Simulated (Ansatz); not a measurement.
**HfF (doublet): from a generated start to a stationary point**

Aim: relax a generated start of HfF (doublet) and see which bonds hold.

Program: Ansatz 0.2.0, Gaussian basis. Level of theory: UKS PBE0/def2-TZVP. These are calculated values, not measurements.

## Step 1: Starting geometry

2 atoms, charge 0, spin multiplicity 2.

Atoms are counted from 1 here; the program's logs count them from 0.

Bond lengths: Hf1–F2 2.020 Å.

The start is set by covalent radii. Sticks and bond lists go by distance. No spin-orbit coupling is included. Elements past krypton take def2 core potentials.

## Step 2: The run

in.yaml

```yaml
crystal:
  periodic: [false, false, false]
  atoms:
    - {symbol: Hf, position_ang: [0.000000, 0.000000, 0.000000]}
    - {symbol: F, position_ang: [0.000000, 0.000000, 2.020000]}
basis:
  gaussian: {orbitals: def2-TZVP}
magnetization: {spin_polarized: true, initial_magnetization: 1}
hamiltonian: {xc: pbe0}
relax: {f_tol: 0.004, max_steps: 80}
```

Started as:

```bash
$ ansatz run in.yaml --threads 1 --pin off --events-out ev --progress --plain --max-ram 1740MiB
```

Before running it: what results should come out? Wanted: energy gained; shift from the start; total energy; dipole moment; ⟨S²⟩.

**Answer**, as computed:

| quantity | value |
| --- | --- |
| steps | 5 |
| energy gained | 0.278 eV |
| shift from the start (rms) | 0.080 Å |
| total energy | -4020.8478 eV |
| dipole moment | 1.71 D |
| ⟨S²⟩ | 0.787 |

What this shows: The bonds of the start are those of the end. Hf1–F2 went from 2.020 to 1.861 Å. No vibrations were run, so this is a stationary point, not a proven minimum, and this spin need not be the ground state's.
